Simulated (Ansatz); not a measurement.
This was printed by a script on Ansatz 0.2.0, Python API, for an equation of state with a fit of CoSi2, space group Fm-3m. What did the script look like? Use (first run): PBEsol, PAW, cutoff 510 eV, 9×9×9 k-points, Fermi-Dirac smearing of 0.1 eV, collinear spin.

```
CELL_PARAMETERS angstrom
0.00000 2.67800 2.67800
2.67800 0.00000 2.67800
2.67800 2.67800 0.00000
ATOMIC_POSITIONS crystal
Co 0.00000 0.00000 0.00000
Si 0.25000 0.25000 0.25000
Si 0.75000 0.75000 0.75000
```

`python run_eos.py --cutoff 510.0 --xc PBEsol --kmesh 9 9 9` gives:
```text
RunWarning: the starting moments were not kept: the SCF closed with an absolute magnetisation of 6.6e-7 μB, where they sum to 2.5 μB in size (1 site). That is at most 0.1 of that sum. Measured as [...]
V =  11.7795 A^3/atom  F = -2112.55080 eV/atom
V =  12.1210 A^3/atom  F = -2112.57143 eV/atom
V =  12.4624 A^3/atom  F = -2112.57872 eV/atom
V =  12.8038 A^3/atom  F = -2112.57453 eV/atom
V =  13.1453 A^3/atom  F = -2112.56046 eV/atom
V =  13.4867 A^3/atom  F = -2112.53792 eV/atom
V =  13.8282 A^3/atom  F = -2112.50818 eV/atom
Vinet fit: V0 = 12.5000 A^3/atom, B0 = 193.7 GPa, B1 = 4.56
largest residual 0.014 meV/atom
```
(Warnings from the package without file and line, shortened, repeats left out.)

One script that gives this output:

`run_eos.py`:
```python
# -*- coding: utf-8 -*-
"""Energy against volume for CoSi2, with a fit."""

import argparse

import ansatz as az
import numpy as np
from scipy.optimize import curve_fit

parser = argparse.ArgumentParser(description="Energy against volume for CoSi2, with a fit.")
parser.add_argument("--cutoff", type=float, required=True, help="plane-wave cutoff (eV)")
parser.add_argument("--occupations", default="fermi_dirac", help="how the bands are filled")
parser.add_argument("--sigma", type=float, default=0.1, help="smearing width (eV)")
parser.add_argument("--xc", required=True, help="exchange-correlation functional")
parser.add_argument("--kmesh", type=int, nargs=3, required=True, help="k-point sampling")
args = parser.parse_args()

vectors0 = np.array([
    [0.0, 2.678, 2.678],
    [2.678, 0.0, 2.678],
    [2.678, 2.678, 0.0],
])
sites = [
    ("Co", (0.0, 0.0, 0.0), 2.5),
    ("Si", (0.25, 0.25, 0.25), 0.0),
    ("Si", (0.75, 0.75, 0.75), 0.0),
]


def build(cell):
    crystal = az.Crystal(lattice=az.Lattice.of(cell))
    for symbol, position, moment in sites:
        crystal = crystal.atom(symbol, position, moment=moment or None)
    return crystal

def vinet(v, e0, v0, b0, b1):
    eta = (v / v0) ** (1 / 3)
    return e0 + 2 * b0 * v0 / (b1 - 1) ** 2 * (2 - (5 + 3 * b1 * (eta - 1) - 3 * eta) * np.exp(-1.5 * (b1 - 1) * (eta - 1)))

# scale the volume, keep shape and fractions
volumes, energies = [], []
for scale in np.linspace(0.92, 1.08, 7):
    cell = vectors0 * scale ** (1 / 3)
    calc = (
        build(cell).calculation()
        .spin("collinear")
        .basis(args.cutoff)
        .occupations(args.occupations, width=args.sigma)
        .functional(args.xc)
        .kpoints(*args.kmesh)
    )
    rep = calc.run(threads=1, pin="off").report
    volumes.append(abs(np.linalg.det(cell)) / len(sites))
    energies.append(rep["free_energy_ev"] / len(sites))
    print(f"V = {volumes[-1]:8.4f} A^3/atom  F = {energies[-1]:.5f} eV/atom")

guess = (min(energies), volumes[int(np.argmin(energies))], 0.5, 4.5)
(e0, v0, b0, b1), _ = curve_fit(vinet, np.array(volumes), np.array(energies), p0=guess, maxfev=20000)
print(f"Vinet fit: V0 = {v0:.4f} A^3/atom, B0 = {160.21766 * b0:.1f} GPa, B1 = {b1:.2f}")
print("largest residual", round(1000 * float(np.abs(vinet(np.array(volumes), e0, v0, b0, b1) - energies).max()), 3), "meV/atom")
```

A third-order Birch-Murnaghan fit through the 7 points (the script's own form differs a little) has its minimum at 12.50 Å³ an atom, 2.4 % below the typed cell, with a bulk modulus of 194 GPa and dB/dP = 4.6. From that minimum the energy rises by 28.0 meV an atom on the compressed side and 70.6 meV on the expanded side.

What to keep in mind:
- Absolute energies stand on the zero of these potentials, so only differences at equal settings mean something.
- The SCF didn't keep the moments it started from (some shrank, vanished or turned); what is printed is the state reached.
- The mesh is modest for a metal, so energies can be off by several to tens of meV an atom and pressures by half a GPa or more; differences at equal mesh fare better.
- Of the deposited cell: the entry's cell lengths or inner coordinates differ somewhat from later room-temperature determinations.
- The starting cell is as deposited in a crystallographic database; the results hold for this polymorph, which needn't be the stable one.
- The whole script took 39 s on 1 thread of Intel(R) Xeon(R) Platinum 8259CL CPU @ 2.50GHz (Skylake/Cascade Lake) (shared host), peak memory 0.51 GiB.
